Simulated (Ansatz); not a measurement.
Below is the output of a Python script on Ansatz 0.2.0 through its Python package that makes a ladder of methods at one geometry of C2H2F2Te, SMILES FC1(F)C[Te]1. Write a script that gives it. Use (for the species named): BLYP, def2-SVP basis, multiplicity 1. The script varies functional: blyp, pbe, b3lyp, pbe0.

```xyz
7

F     0.7910   -0.9505    1.3881
C     0.1228   -0.6783    0.1591
F    -0.8341   -1.6117   -0.2680
C    -0.1919    0.7352   -0.0796
Te    1.3822    0.1560   -1.4088
H     0.0108    1.4356    0.7429
H    -1.2196    0.8456   -0.5796
```

Output of `python methods.py`:
```text
functional    E (Ha)        dipole (D)   HOMO (eV)  LUMO (eV)
blyp          -544.747737     1.545      -4.991     -2.269
pbe           -544.563032     1.556      -5.196     -2.405
b3lyp         -544.929452     1.747      -6.083     -1.850
pbe0          -544.575748     1.787      -6.354     -1.670
```

One script that gives this output:

`methods.py`
```python
"""C2H2F2Te at several levels of theory."""

from pathlib import Path

import ansatz as az
import numpy as np


def main() -> None:
    mol = (
        az.Crystal.molecule()
        .atom("F", (0.791, -0.9505, 1.3881))
        .atom("C", (0.1228, -0.6783, 0.1591))
        .atom("F", (-0.8341, -1.6117, -0.268))
        .atom("C", (-0.1919, 0.7352, -0.0796))
        .atom("Te", (1.3822, 0.156, -1.4088))
        .atom("H", (0.0108, 1.4356, 0.7429))
        .atom("H", (-1.2196, 0.8456, -0.5796))
    )

    setup = mol.calculation().basis(gaussian="def2-SVP")

    print("functional    E (Ha)        dipole (D)   HOMO (eV)  LUMO (eV)")
    for name in ["blyp", "pbe", "b3lyp", "pbe0"]:
        rep = setup.functional(name).forces().orbitals().run(runs_dir="runs").report
        lines = Path(rep["orbitals_path"]).read_text().splitlines()
        field_of = lambda key: [line.split("=")[1].strip() for line in lines if line.startswith(key)]
        orbitals = [(27.211386 * float(e), s, float(n)) for e, s, n in zip(field_of("Ene="), field_of("Spin="), field_of("Occup="))]
        homo = max(e for e, _, n in orbitals if n > 0.5)
        lumo = min(e for e, _, n in orbitals if n < 0.5)
        dipole = 4.803205 * np.linalg.norm(rep["charge_distribution"]["dipole_moment_e_ang"])
        print(f"{name:10s} {rep['free_energy_ev'] / 27.211386246:14.6f} {dipole:9.3f} {homo:11.3f} {lumo:10.3f}")


if __name__ == "__main__":
    main()
```

Notes:
- Total energies depend on the basis set; only differences at equal settings carry meaning.
- The geometry is a force-field or estimated start, not a minimum of this method, and the basis set is short of its limit. A lower total doesn't mark the better method: functionals have no common bound, and MP2 and coupled cluster aren't variational.
- def2 sets replace the cores of elements past krypton by effective core potentials.
- b3lyp holds the VWN-RPA fit, as in Gaussian; the form of ORCA and Turbomole is b3lyp5.
- Levels such as HOMO and LUMO are orbital energies: with these approximate functionals they aren't the ionisation energy and electron affinity, and their gap isn't the fundamental gap.
- Timing: 16 s on 1 thread of Arm Neoverse V1 (shared host), peak memory 0.26 GiB.
